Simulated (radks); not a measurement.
# Hf³⁺ in [Kr] 4d10 4f14 5s2 5p4 5d3: an all-electron calculation

The task here is to estimate one member of a computed series from the others.

Program: radks (a radial shooting solver on a logarithmic mesh, Libxc functionals) version 1. Level of theory: scalar-relativistic Kohn-Sham, LDA (Slater exchange, Perdew-Wang correlation), spin-unpolarised, spherical densities, point nucleus. These are calculated values, not measurements, unless marked.

## Starting point

| Quantity | Value |
| --- | --- |
| element | hafnium (Z = 72) |
| charge | +3 |
| electrons | 69 |
| configuration | [Kr] 4d10 4f14 5s2 5p4 5d3 |

The outer shells:

Hf³⁺
```
[Kr] core
4d [↑↓][↑↓][↑↓][↑↓][↑↓]
4f [↑↓][↑↓][↑↓][↑↓][↑↓][↑↓][↑↓]
5s [↑↓]
5p [↑↓][↑ ][↑ ]
5d [↑ ][↑ ][↑ ][  ][  ]
```

Set-up of the first run:

The run's settings:

```text
Z 72
configuration [Kr] 4d10 4f14 5s2 5p4 5d3 6s0 6p0 5f0 6d0
relativity scalar-relativistic
functional lda,pw
spin unpolarised
nucleus point
c 137.035999084
```

The run is started by

```bash
$ python run_ks.py task.json out
```

The same process makes all the runs of this session.

One table of the session follows, with a row left open; its other results are not shown here.

It belongs to the step «Orbitals and density». Sizes of the orbitals, from the radial functions (bohr):

```
level      <r>  outermost maximum (interpolated)  90 % within  nodes
   1s  0.01900                            0.0119       0.0345      0
   2s  0.08042                            0.0681        0.125      1
   2p  0.07174                            0.0557        0.117      0
   3s   0.2088                             0.192        0.306      2
   3p   0.2087                             0.190        0.312      1
   3d   0.1890                             0.155        0.294      0
   4s   0.4686                             0.437        0.673      3
   4p   0.4980                             0.458        0.725      2
   4d   0.5354                             0.471        0.804      1
   5s    1.118                              1.01         1.61      4
   5p    1.300                              1.14         1.89      3
   4f   0.6647                             0.454         1.12      0
   5d    1.843                              1.52         2.78      2
   6s    2.677                              2.46         3.80      5
   6p    3.203                              2.95         4.56      4
   6d        ?                                 ?            ?      ?
   5f    4.243                              3.65         6.34      1
```

Q: Estimate the row for 6d from the others.

As computed: <r>: 4.555; outermost maximum (interpolated): 4.26; 90 % within: 6.55; nodes: 3. In the column «<r>» it is the highest.
